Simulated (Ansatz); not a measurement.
# Cl₂F₂H₂SSi₂: a ladder of functionals and wavefunction methods

The task here is to estimate one member of a computed series from the others.

Computed with Ansatz 0.2.0, Gaussian basis. Level: functionals in def2-TZVPP, the program's frozen cores in correlated methods.

Levels to be run: PBE-D4, r2SCAN-D4, PBE0-D4, B3LYP-D4, ωB97X-V, ωB97M-V, B2PLYP; CCSD(T)/def2-TZVPP; MP2/def2-QZVPP; extrapolation to the limit.

### The geometry

All runs share one geometry, relaxed beforehand with PBE0-D4 in a triple-zeta def2 set.

SMILES `F[Si](F)(Cl)S[SiH2]Cl`, 9 atoms, charge 0, spin multiplicity 1.

Atoms are counted from 1 here; the program's logs count them from 0.

Bond lengths: F1–Si2 1.575 Å, Si2–F3 1.579 Å, Si2–Cl4 2.015 Å, Si2–S5 2.099 Å, S5–Si6 2.141 Å, Si6–Cl7 2.044 Å, Si6–H8 1.475 Å, Si6–H9 1.477 Å. Angles: F1–Si2–F3 107.9°, F1–Si2–Cl4 108.0°, F1–Si2–S5 107.7°, F3–Si2–Cl4 108.1°, F3–Si2–S5 111.0°, Cl4–Si2–S5 113.9°, Si2–S5–Si6 100.0°, S5–Si6–Cl7 112.0°, S5–Si6–H8 111.1°, S5–Si6–H9 103.8°, Cl7–Si6–H8 108.0°, Cl7–Si6–H9 109.4°, H8–Si6–H9 112.6°.

Set-up of the first run:

Contents of in.yaml:

```yaml
crystal:
  periodic: [false, false, false]
  atoms:
    - {symbol: F, position_ang: [-2.613902, 1.371112, -0.654781]}
    - {symbol: Si, position_ang: [-1.212497, 0.665287, -0.792819]}
    - {symbol: F, position_ang: [-0.097796, 1.779601, -0.706339]}
    - {symbol: Cl, position_ang: [-1.114463, -0.175559, -2.620941]}
    - {symbol: S, position_ang: [-1.030166, -0.706292, 0.785292]}
    - {symbol: Si, position_ang: [1.092918, -0.678569, 1.060430]}
    - {symbol: Cl, position_ang: [2.090242, -1.254526, -0.628202]}
    - {symbol: H, position_ang: [1.562157, 0.670481, 1.428205]}
    - {symbol: H, position_ang: [1.323498, -1.671546, 2.129164]}
basis:
  gaussian: {orbitals: def2-TZVPP}
hamiltonian: {xc: pbe, dispersion: d4}
output: {forces: true, orbitals: {seedname: orbitals}}
```

Launch:

```sh
ansatz run in.yaml --threads 2 --pin off --events-out ev --progress --plain --max-ram 32768MiB --backend cuda --devices 0, --max-vram 18GiB
```

Among the steps run: PBE-D4 (GGA); r2SCAN-D4 (meta-GGA); PBE0-D4 (hybrid); B3LYP-D4 (hybrid); ωB97X-V (range-separated); ωB97M-V (range-separated); B2PLYP (double hybrid); CCSD(T) in def2-TZVPP; MP2 in def2-QZVPP.

One table of the session follows, with a row left open; its other results are not shown here.

| method | atomisation energy (eV) |
| --- | --- |
| PBE-D4 | 34.367 |
| r2SCAN-D4 | 34.310 |
| PBE0-D4 | 33.804 |
| B3LYP-D4 | 33.533 |
| ωB97X-V | 34.306 |
| ωB97M-V | 34.271 |
| B2PLYP | 33.308 |
| HF/def2-TZVPP | 25.175 |
| MP2/def2-TZVPP | ? |
| CCSD/def2-TZVPP | 32.287 |
| CCSD(T)/def2-TZVPP | 32.933 |
| MP2/CBS | 35.588 |
| CCSD(T)/CBS | 34.218 |

Q: Estimate the row for MP2/def2-TZVPP from the others.

As computed: atomisation energy (eV): 34.304. In the column «atomisation energy (eV)» it lies between ωB97M-V (34.271) and ωB97X-V (34.306).
